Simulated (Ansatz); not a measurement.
# Co: how well frozen cores do

Does the method matter for Co? The same cell, functional and mesh are run with LAPW, all electrons, frozen-core PAW and datasets made for this crystal.

Computed with Ansatz 0.2.0 (DFT PBE, scalar-relativistic, unless a step's input says otherwise).

### Step 1. Starting point

The structure is hexagonal, space group P6_3/mmc (No. 194). Conventional cell: a = 2.519 Å, b = 2.519 Å, c = 4.091 Å, α = 90.00°, β = 90.00°, γ = 120.00°. Co (site symmetry -6m2) is surrounded by 12 Co at 2.51 to 2.52 Å.

Coordinates:

```cif
data_structure
_symmetry_space_group_name_H-M 'P 1'
_symmetry_Int_Tables_number 1
_cell_length_a 2.5190
_cell_length_b 2.5190
_cell_length_c 4.0910
_cell_angle_alpha 90.000
_cell_angle_beta 90.000
_cell_angle_gamma 120.000
_cell_volume 22.48
loop_
_atom_site_label
_atom_site_type_symbol
_atom_site_fract_x
_atom_site_fract_y
_atom_site_fract_z
_atom_site_occupancy
Co1 Co 0.33333 0.66667 0.25000 1
Co2 Co 0.66667 0.33333 0.75000 1
```

The geometry is a database entry used as it stands. It may stem from high pressure or temperature, or be incomplete, so it serves as a test cell.

Atoms are numbered in the order of the input: Co1, Co2.

### Step 2. LAPW, all electrons

Contents of input.yaml:

```yaml
crystal:
  lattice:
    - [2.5190008694, 0.0, 0.0]
    - [-1.2595004347, 2.1815187451, 0.0]
    - [0.0, 0.0, 4.091]
  atoms:
    - { symbol: Co, position: [0.3333333333, 0.6666666667, 0.25], spin: 2.0 }
    - { symbol: Co, position: [0.6666666667, 0.3333333333, 0.75], spin: 2.0 }
magnetization:
  spin_polarized: true
kpoints:
  mp_grid: { grid: [19, 19, 10] }
  band_path:
    path:
      - [0.0, 0.0, 0.0]
      - [0.5, 0.0, 0.0]
      - [0.3333333333, 0.3333333333, 0.0]
      - [0.0, 0.0, 0.0]
      - [0.0, 0.0, 0.5]
      - [0.5, 0.0, 0.5]
      - [0.3333333333, 0.3333333333, 0.5]
      - [0.0, 0.0, 0.5]
      - [0.5, 0.0, 0.5]
    npoints: 8
scf:
  occupations: { method: fermi_dirac, width: 0.08 }
hamiltonian:
  xc: pbe
  pseudopotentials: { kind: all_electron, lapw: { basis_error: 0.001 } }
output:
  forces: true
  stress: true
  eigenvalues: true
  fatbands: true
  populations: true
  dos: { projected: true, de: 0.2, e_range: [-14, 8] }
```

### Step 3. Frozen-core PAW

input.yaml: that of step 2 with these lines changed.

```diff
@@ -28,3 +28,3 @@
   xc: pbe
-  pseudopotentials: { kind: all_electron, lapw: { basis_error: 0.001 } }
+  pseudopotentials: { kind: paw }
 output:
@@ -33,4 +33,5 @@
   eigenvalues: true
-  fatbands: true
+  efg: { contact_densities: true }
   populations: true
+  bader: true
   dos: { projected: true, de: 0.2, e_range: [-14, 8] }
```

### Step 4. Datasets made for this crystal

input.yaml: that of step 3 with these lines changed.

```diff
@@ -28,3 +28,3 @@
   xc: pbe
-  pseudopotentials: { kind: paw }
+  pseudopotentials: { kind: all_electron, datasets: crystal }
 output:
@@ -34,4 +34 @@
   efg: { contact_densities: true }
-  populations: true
-  bader: true
-  dos: { projected: true, de: 0.2, e_range: [-14, 8] }
```

(Steps that only read results are left out.)

**Question.** What will these runs give? Wanted: pressure; gap; spin moments; Bader charges.

As calculated:

| quantity | value |
| --- | --- |
| pressure | LAPW -6.67, PAW -6.59, crystal datasets -6.67 GPa |
| gap (LAPW) | none |
| spin moments (LAPW) | Co1 1.70 μB |
| Bader charges (PAW) | Co1 +0.00 e |

At this geometry the cell is under tension of 6.7 GPa, so it would shrink if let go. There is no gap at this level; the crystal is a metal here. Co 3d carries the largest share, 93 %, of the projected states within 0.3 eV of the Fermi level. The projection holds only the free atom's occupied shells (Co 4s, Co 3d in this range). The field gradient at Co1, the largest by crystal datasets, is -0.20 by PAW and -0.18 by crystal datasets (10²¹ V/m²); frozen cores can miss part of the core's response. In pressure, PAW differs from LAPW by +0.08 GPa. The price, with the outputs that each input asks for: 58 s for LAPW against 20 s for PAW, about 2.9 to one. The magnetic state is the one reached from the start moments in this cell; it needn't be the ground state.
